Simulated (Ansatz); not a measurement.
The system is CuO2.

```
Cu O
1.0
     1.41261   -5.21075    0.00000
     1.41261    5.21075    0.00000
     0.00000    0.00000    4.34342
Cu O
2 4
Direct
  0.16725 0.83275 0.75000
  0.83275 0.16725 0.25000
  0.78897 0.21103 0.75000
  0.21103 0.78897 0.25000
  0.55149 0.44851 0.75000
  0.44851 0.55149 0.25000
```

The cell comes from a database or a generator and needn't be the stable form of this composition.

```yaml
Program: Ansatz 0.2.0
Task: relaxation of cell and atoms
Functional: LDA
Potentials_or_basis: Ansatz PAW
Cutoff: "420 eV (not typed: the program's choice for these potentials)"
k_mesh: 10 × 10 × 6
Occupations: fermi-dirac, width 0.05 eV
Spin: no spin polarisation
```

At the start: volume 10.66 Å³/atom.

Problem. Where does the relaxation end?

Solution. It ends after 20 steps and the volume is 8.77 Å³/atom (-17.7 %); space group Cmcm (No. 63, to 0.05 Å).

Step by step:
```tsv
step	energy change (eV)	largest force (eV/Å)	volume (Å³)
1	0.0000	0.7907	63.94
2	-0.3315	0.3313	58.47
3	-0.4496	0.2460	53.59
4	-0.4614	0.1926	53.44
5	-0.4707	0.0885	53.70
6	-0.4737	0.1345	53.71
7	-0.4828	0.0360	53.24
8	-0.4891	0.0123	52.79
9	-0.4909	0.0341	52.88
10	-0.4980	0.0953	52.70
11	-0.4974	0.0859	52.85
12	-0.4998	0.0164	52.78
13	-0.4990	0.0267	52.88
14	-0.4993	0.0021	52.85
15	-0.4731	0.0039	52.85
16	-0.4761	0.0062	52.61
17	-0.4763	0.0029	52.61
18	-0.4745	0.0027	52.61
19	-0.4746	0.0002	52.60
20	-0.4745	0.0002	52.60
```

Final structure:
```
Cu O
1.0
     1.45711   -4.88015    0.00000
     1.45711    4.88015    0.00000
     0.00000    0.00000    3.69859
Cu O
2 4
Direct
  0.15623 0.84377 0.75000
  0.84377 0.15623 0.25000
  0.79408 0.20592 0.75000
  0.20592 0.79408 0.25000
  0.52807 0.47193 0.75000
  0.47193 0.52807 0.25000
```

Caveat: the volume moved by over 15 % at a fixed basis, so the end points are rough; the plane-wave basis is chosen anew once the cell has moved, so the energies of steps on either side of that aren't comparable; the pressure holds a Pulay correction of +1.4 GPa for the finite cutoff; the run has no spin polarisation, though such a crystal can be magnetic; the PAW data sets come from PBE, with cores solved anew for the run's functional, which leaves a small shift of forces and pressure.
